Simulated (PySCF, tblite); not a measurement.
# C₃H₁₅NSi₃: geometry, infrared bands and NMR shifts

Wanted: the infrared bands and NMR shifts of C₃H₁₅NSi₃ (`CN[SiH2]CC([SiH3])[SiH3]`), by calculation.

The runs use tblite 0.8.0 and PySCF 2.14.0, with density-fitted response routines of our own; the level of theory stands in each step. All values are computed, except where a source is named. Atoms are numbered from 0 throughout.

### Step 1. The starting structure

22 atoms, charge 0, multiplicity 1; geometry from: force field or distance geometry start.

Bonds of the start (Å): C0–N1 1.44, N1–Si2 1.70, Si2–C3 1.88, C3–C4 1.56, C4–Si5 1.89, C4–Si6 1.88, C0–H7 1.10, C0–H8 1.09, C0–H9 1.10, N1–H10 1.02, Si2–H11 1.47, Si2–H12 1.48, C3–H13 1.10, C3–H14 1.10, C4–H15 1.10, Si5–H16 1.48, Si5–H17 1.48, Si5–H18 1.50, Si6–H19 1.48, Si6–H20 1.49, Si6–H21 1.49.

### Step 2. Optimising the geometry with GFN2-xTB

The job: settings as JSON, then the geometry in Å.

```
{"job": {"kind": "relax", "xc": "GFN2-xTB", "basis": "xTB"}, "charge": 0, "multiplicity": 1}
C     -2.881800     0.552700     0.709700
N     -2.166700    -0.697900     0.648000
Si    -1.322700    -1.289400    -0.706900
C      0.052800    -0.106400    -1.208100
C      1.057100     0.306300    -0.087400
Si     2.161000     1.755100    -0.594000
Si     2.321800    -0.982700     0.428900
H     -3.274900     0.715700     1.725800
H     -2.236200     1.403500     0.479100
H     -3.743200     0.557100     0.022400
H     -2.776000    -1.446100     0.992000
H     -0.807000    -2.622300    -0.355800
H     -2.329100    -1.416100    -1.788000
H      0.589300    -0.557500    -2.055300
H     -0.446300     0.793300    -1.588300
H      0.502400     0.626000     0.809900
H      3.000600     1.409200    -1.766700
H      1.301200     2.894800    -0.977100
H      3.026300     2.204200     0.539700
H      3.132500    -1.431500    -0.725600
H      1.614300    -2.171100     0.969800
H      3.214200    -0.477600     1.506500
```

The run is started by

```console
$ OMP_NUM_THREADS=1 python probes_run.py task.json out
```

This one command runs all jobs of the session in turn.

**Question.** This job is followed by: GFN2-xTB harmonic vibrations, gas phase; GIAO PBE0/pcSseg-1 NMR shielding, non-relativistic, gas phase. Predict these results of the whole session: strongest single infrared mode (GFN2-xTB); zero-point energy (GFN2-xTB); 13C shifts against TMS (PBE0/pcSseg-1); 1H shifts against TMS (PBE0/pcSseg-1, means over atoms taken as alike); 15N shifts against NH3 (PBE0/pcSseg-1); 29Si shifts against TMS (PBE0/pcSseg-1, means over atoms taken as alike).

**Answer**, as computed:

```
                                                                quantity                                    value
                               strongest single infrared mode (GFN2-xTB)                     800 cm⁻¹, 757 km/mol
                                            zero-point energy (GFN2-xTB)                           101.8 kcal/mol
                                  13C shifts against TMS (PBE0/pcSseg-1)                     31.1, 12.2, -5.9 ppm
  1H shifts against TMS (PBE0/pcSseg-1, means over atoms taken as alike)  4.79, 3.96, 2.71, 1.01, 0.67, -0.14 ppm
                                  15N shifts against NH3 (PBE0/pcSseg-1)                                 11.1 ppm
29Si shifts against TMS (PBE0/pcSseg-1, means over atoms taken as alike)                         -36.7, -64.6 ppm
```

What this shows: Relaxing lowered the energy by 0.279 eV in 100 steps; the close pair that moved most is Si5–H18, from 1.495 to 1.464 Å. All 60 modes are real, so the xTB geometry is a minimum. The strongest single mode, at 800 cm⁻¹, has its largest shares on H12, H17, H11 and H18 (the list is cut at 4 atoms). GFN2-xTB is a fitted tight-binding method: band positions and strengths are rough. Its intensities can rank the bands wrongly. The most deshielded carbon is C0 (methyl carbon bonded to N), at 31.1 ppm: pulled downfield by the heteroatom. At PBE0/pcSseg-1: The largest span, 112 ppm, is at Si2, where the paramagnetic term is -495 ppm.
